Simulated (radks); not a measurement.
**Rb in [Ar] 3d10 4s2 4p5 5s1 4f1: an all-electron calculation**

Wanted: eigenvalues, radial structure and energy terms of neutral rubidium.

The numbers are computed with radks (a radial shooting solver on a logarithmic mesh, Libxc functionals) version 1 (Dirac Kohn-Sham, PBE, spin-unpolarised, spherical densities, finite nucleus; open shells fill j = l - 1/2 first), except any that are marked as measured or tabulated.

### 1 The system

- element: rubidium (Z = 37)
- charge: 0
- electrons: 37
- configuration: [Ar] 3d10 4s2 4p5 5s1 4f1
- nuclear rms radius: 4.2036 fm

### 2 The calculation

The run's settings:

```text
Z 37
configuration [Ar] 3d10 4s2 4p5 5s1 4f1
relativity Dirac
functional pbe,pbe
spin unpolarised
j_filling energy
nucleus finite rms 4.2036 fm
c 137.035999084
```

Started as:

```console
$ python run_ks.py task.json out
```

The same process makes all the runs of this session.

**Question.** What will this run give?

The runs gave:

| quantity | value |
| --- | --- |
| total energy | -2980.69412 hartree |
| exchange-correlation share of it | 3.37 % |
| −T/E | 1.0285 |
| highest occupied level | 4f5/2, -0.425 eV |
| most extended occupied level | 4f5/2, <r> = 16.6 bohr |
| radius at density 0.001 e/bohr³ | 4.55 bohr |
| maxima of the radial density | 4 |

5 principal shells are occupied and 4 maxima appear in the radial density; where shells overlap, one shows as a shoulder or not at all. Relativity lifts −T/E to 1.028. This is not the tabulated ground configuration, so its levels and sizes aren't those of the ground state, and no measured value stands beside it.
